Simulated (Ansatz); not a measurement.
# C3H9BN2: the cost of one run

All numbers below are computed with Ansatz 0.2.0 (RKS PBE0-D4/def2-SVP).

## Step 1: Starting point

Bond lengths: B1–C2 1.629 Å, C2–N3 1.436 Å, C2–C4 1.488 Å, C4–C5 1.316 Å, C4–N6 1.503 Å, B1–H7 1.177 Å, B1–H8 1.129 Å, C2–H9 1.145 Å, N3–H10 1.066 Å, N3–H11 1.079 Å, C5–H12 1.067 Å, C5–H13 1.028 Å, N6–H14 1.047 Å, N6–H15 1.063 Å. Angles (14 of 21 angles, heavy atoms first): B1–C2–N3 108.6°, B1–C2–C4 112.7°, N3–C2–C4 107.6°, C2–C4–C5 125.7°, C2–C4–N6 117.1°, C5–C4–N6 116.9°, B1–C2–H9 109.0°, N3–C2–H9 107.5°, C4–C2–H9 111.3°, C2–B1–H7 118.2°, C2–B1–H8 119.0°, C2–N3–H10 110.3°, C2–N3–H11 108.9°, C4–C5–H12 122.5°.

Structure file:

```xyz
15

B     0.2976   -1.9057   -0.2362
C     0.2711   -0.4752    0.5428
N     1.6242   -0.0542    0.7736
C    -0.4054    0.5923   -0.2421
C     0.0549    1.1416   -1.3453
N    -1.8035    0.9607    0.1684
H     0.7774   -1.9447   -1.3107
H    -0.2386   -2.7880    0.2216
H    -0.2250   -0.6175    1.5648
H     1.6398    0.8435    1.3479
H     2.0995   -0.7565    1.4405
H    -0.4791    1.8988   -1.8743
H     0.9933    0.9022   -1.6886
H    -2.3790    1.6742   -0.3365
H    -2.2490    0.4779    1.0036
```

## Step 2: End point A

File input.yaml:

```yaml
crystal:
  periodic: [false, false, false]
  atoms:
    - { symbol: B, position_ang: [0.2976, -1.9057, -0.2362] }
    - { symbol: C, position_ang: [0.2711, -0.4752, 0.5428] }
    - { symbol: "N", position_ang: [1.6242, -0.0542, 0.7736] }
    - { symbol: C, position_ang: [-0.4054, 0.5923, -0.2421] }
    - { symbol: C, position_ang: [0.0549, 1.1416, -1.3453] }
    - { symbol: "N", position_ang: [-1.8035, 0.9607, 0.1684] }
    - { symbol: H, position_ang: [0.7774, -1.9447, -1.3107] }
    - { symbol: H, position_ang: [-0.2386, -2.788, 0.2216] }
    - { symbol: H, position_ang: [-0.225, -0.6175, 1.5648] }
    - { symbol: H, position_ang: [1.6398, 0.8435, 1.3479] }
    - { symbol: H, position_ang: [2.0995, -0.7565, 1.4405] }
    - { symbol: H, position_ang: [-0.4791, 1.8988, -1.8743] }
    - { symbol: H, position_ang: [0.9933, 0.9022, -1.6886] }
    - { symbol: H, position_ang: [-2.379, 1.6742, -0.3365] }
    - { symbol: H, position_ang: [-2.249, 0.4779, 1.0036] }
basis:
  gaussian: { orbitals: def2-SVP }
hamiltonian:
  xc: pbe0
  dispersion: d4
relax:
  f_tol: 0.015
  max_steps: 40
```

The run is started by

```sh
$ ansatz run input.yaml --threads 2 --pin off --max-ram 3072MiB --backend cpu --events-out ev --progress --plain --runs-dir out
```

Q: Estimate wall time and peak memory on 2 threads of INTEL XEON PLATINUM 8581C at 2.30GHz (Emerald Rapids), shared host.

About 61 s, with a peak of 0.37 GiB.
